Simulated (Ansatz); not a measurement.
# C₂BrF₅: taking an electron away

One table from this session's results is given with a row withheld; the runs are named, their logs left out.

The runs use Ansatz 0.2.0, Gaussian basis; unrestricted cation, the program's frozen cores in correlated methods.

Plan: UKS PBE-D4/def2-TZVPP; UKS r2SCAN-D4/def2-TZVPP; UKS PBE0-D4/def2-TZVPP; UKS B3LYP-D4/def2-TZVPP; UKS wB97X-V/def2-TZVPP; UKS wB97M-V/def2-TZVPP; UKS B2PLYP/def2-TZVPP; UHF-CCSD(T)/def2-TZVPP; UHF-MP2/def2-QZVPP; extrapolation to the limit; then −ε(HOMO) from the neutral's earlier runs with LDA (SPW92), PBE-D4, revPBE-D4, BLYP-D4, r2SCAN-D4, B97M-V, PBE0-D4, B3LYP-D4, r2SCANh-D4, r2SCAN0-D4, HSE06-D4, BHLYP-D4, CAM-B3LYP-D4, LC-ωPBE, ωB97X-V, ωB97M-V.

**The relaxed structure**

The geometry comes from an earlier relaxation with PBE0-D4 in a triple-zeta def2 set; it is a stationary point, not always the lowest conformer.

SMILES `FC(F)(F)C(F)(F)Br`, 8 atoms, charge 0, spin multiplicity 1.

Atoms are counted from 1 here; the program's logs count them from 0.

Bond lengths: F1–C2 1.324 Å, C2–F3 1.324 Å, C2–F4 1.328 Å, C2–C5 1.551 Å, C5–F6 1.329 Å, C5–F7 1.329 Å, C5–Br8 1.929 Å. Angles: F1–C2–F3 109.4°, F1–C2–F4 108.8°, F1–C2–C5 110.5°, F3–C2–F4 108.8°, F3–C2–C5 110.5°, F4–C2–C5 108.8°, C2–C5–F6 108.6°, C2–C5–F7 108.6°, C2–C5–Br8 111.2°, F6–C5–F7 108.7°, F6–C5–Br8 109.9°, F7–C5–Br8 109.9°.

The first run:

File in.yaml:

```yaml
crystal:
  periodic: [false, false, false]
  atoms:
    - {symbol: F, position_ang: [0.203193, -1.582340, -0.721796]}
    - {symbol: C, position_ang: [-0.207607, -0.324140, -0.702637]}
    - {symbol: F, position_ang: [-1.526842, -0.291230, -0.806232]}
    - {symbol: F, position_ang: [0.319201, 0.313805, -1.741650]}
    - {symbol: C, position_ang: [0.253215, 0.378615, 0.600799]}
    - {symbol: F, position_ang: [-0.148563, 1.645343, 0.564118]}
    - {symbol: F, position_ang: [1.581568, 0.354497, 0.648423]}
    - {symbol: Br, position_ang: [-0.474167, -0.494542, 2.158976]}
basis:
  gaussian: {orbitals: def2-TZVPP}
total_charge: 1
magnetization: {spin_polarized: true, initial_magnetization: 1}
hamiltonian: {xc: pbe, dispersion: d4}
```

The run is started by

```console
$ ansatz run in.yaml --threads 2 --pin off --events-out ev --progress --plain --max-ram 22528MiB --backend cpu
```

Steps of the session up to this table: Cation, UKS PBE-D4/def2-TZVPP; Cation, UKS r2SCAN-D4/def2-TZVPP; Cation, UKS PBE0-D4/def2-TZVPP; Cation, UKS B3LYP-D4/def2-TZVPP; Cation, UKS wB97X-V/def2-TZVPP; Cation, UKS wB97M-V/def2-TZVPP; Cation, UKS B2PLYP (frozen core)/def2-TZVPP; Cation, UHF-CCSD(T)/def2-TZVPP; Cation, UHF-MP2/def2-QZVPP.

One of the session's tables, all rows but one given; the rest of the session is left out.

Orbital estimates, from the neutral's runs:

```
  functional  −ε(HOMO) (eV)
 LDA (SPW92)           8.03
      PBE-D4           7.82
   revPBE-D4           7.74
     BLYP-D4           7.67
   r2SCAN-D4           8.20
      B97M-V           8.30
     PBE0-D4              ?
    B3LYP-D4           8.99
  r2SCANh-D4           8.72
  r2SCAN0-D4           9.50
    HSE06-D4           8.85
    BHLYP-D4          10.54
CAM-B3LYP-D4          10.68
     LC-ωPBE          12.10
     ωB97X-V          11.70
     ωB97M-V          11.56
```

Estimate the missing values for PBE0-D4.

The run gave: −ε(HOMO) (eV): 9.26. In the column «−ε(HOMO) (eV)» it lies between B3LYP-D4 (8.99) and r2SCAN0-D4 (9.50).
